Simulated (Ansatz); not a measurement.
A nudged elastic band was laid between two geometries of a periodic cell of 15 atoms, W (host W, host structure bcc, one W atom removed).

The calculation used DFT PBE-D3(BJ), scalar-relativistic, plane waves, PAW (Ansatz). Settings: PAW set soft_1, cutoff 420 eV, k mesh 3x3x3, gaussian smearing 0.05 eV, no spin polarisation.

```json
{
  "movable images": "5",
  "climbing image": "yes",
  "spring": "5.0 eV/Å²",
  "optimiser": "quadratic models (default)",
  "start path": "IDPP",
  "force threshold": "0.03 eV/Å",
  "iteration limit": "38",
  "end points": "relaxed"
}
```

Initial state:

```xyz
15
Lattice="6.3200 0.0000 0.0000 0.0000 6.3200 0.0000 0.0000 0.0000 6.3200" Properties=species:S:1:pos:R:3
W -0.020 0.015 -0.019
W 3.173 0.015 -0.020
W -0.020 3.142 -0.020
W -0.020 0.015 3.173
W 1.576 1.579 1.577
W 3.172 3.143 -0.019
W 3.172 0.015 3.173
W 4.736 1.579 1.577
W -0.020 3.143 3.173
W 1.576 4.739 1.577
W 1.576 1.579 4.737
W 3.173 3.142 3.173
W 4.736 4.739 1.577
W 1.576 4.739 4.737
W 4.736 4.739 4.737
```

Final state:

Only the atoms that move by more than 0.05 Å are listed.
```
W1 -1.563 1.563 -1.563
```

Task: What changes between the two ends?

Result: The atom that moves furthest is W1, by 2.68 Å; four of its nearest neighbours are W11 2.73, W8 2.73, W15 2.73, W5 2.75 Å at the first end and W2 2.73, W3 2.73, W4 2.73, W6 2.75 Å at the last.

Task: What energy profile does the band end with?

Result: The run converged. The highest image is number 2 of 0 to 6, 1.52 eV above the ends, which have the same energy within 2 meV. By the program's own check the climbing image is a first-order saddle point (lowest curvatures found: -2.04 and 8.20 eV/Å²). Limits of this set-up: coarse k mesh, a small cell, in which the defect meets its images, a typed lattice constant that wasn't relaxed here.

| image | path coordinate (Å) | energy (eV) | W1–W5 (Å) | W1–W10 (Å) | W1–W13 (Å) |
| --- | --- | --- | --- | --- | --- |
| 0 | 0.00 | 0.00 | 2.75 | 2.76 | 2.75 |
| 1 | 0.52 | 0.73 | 2.95 | 3.24 | 2.95 |
| 2 | 1.04 | 1.52 | 3.24 | 3.75 | 3.24 |
| 3 | 1.45 | 1.51 | 3.47 | 4.23 | 3.46 |
| 4 | 1.86 | 1.38 | 3.77 | 4.60 | 3.77 |
| 5 | 2.26 | 0.48 | 4.10 | 5.00 | 4.10 |
| 6 | 2.67 | 0.00 | 4.42 | 5.42 | 4.42 |

Task: What is the geometry of the highest image?

Result: 
```xyz
15
Lattice="6.3200 0.0000 0.0000 0.0000 6.3200 0.0000 0.0000 0.0000 6.3200" Properties=species:S:1:pos:R:3
W -0.614 0.609 -0.613
W 3.134 -0.028 0.026
W 0.025 3.183 0.026
W 0.025 -0.029 3.135
W 1.570 1.579 1.570
W 3.201 3.115 -0.013
W 3.201 0.011 3.202
W 4.711 1.605 1.645
W -0.014 3.116 3.202
W 1.555 4.763 1.555
W 1.645 1.606 4.712
W 3.156 3.160 3.157
W 4.738 4.747 1.570
W 1.569 4.747 4.738
W 4.711 4.672 4.711
```

Time of the run: 20 min on 4 threads of Arm Neoverse V1, on a shared host, peak memory 2.9 GiB.
